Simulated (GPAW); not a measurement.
**Zr4C5 in GPAW: the effect of functional**

The system is Zr4C5, a slab with vacuum.

```
C Zr
1.0
     3.32370    0.00000    0.00000
    -1.66185    2.87841    0.00000
     0.00000    0.00000   25.85516
C Zr
5 4
Cartesian
  1.6618 0.9595 7.5000
  0.0000 1.9189 10.2138
  0.0000 0.0000 12.9276
  1.6618 0.9595 15.6414
  0.0000 1.9189 18.3552
  0.0000 0.0000 8.8569
  1.6618 0.9595 11.5707
  0.0000 1.9189 14.2845
  0.0000 0.0000 16.9983
```

The cell isn't the ideal one: the (1 1 1) slab of ZrC, cut from the database cell, not relaxed.

Alike in all runs:

- Program: GPAW 26.7.0
- Task: relaxation of the atoms
- Cutoff: 600 eV
- Basis: pw
- k mesh: 7 × 7 × 1
- Occupations: fermi-dirac, width 0.05 eV
- Spin: no spin polarisation

Each run relaxes the cell or the atoms first.

```tsv
functional	potentials or basis	work function (eV)
LDA	the program's PAW data sets (release 1.2.1) made for this functional	?
PBE	GPAW PAW data sets (gpaw-data 1.2.1)	6.81
PBEsol	PAW data sets generated in the run's folder for this functional	6.84
RPBE	the program's PAW data sets (release 1.2.1) made for this functional	6.72
```

Question: What does the run with functional LDA give?

Answer: Work function 7.00 eV.

Caveats: later steps reuse the first step's grids.
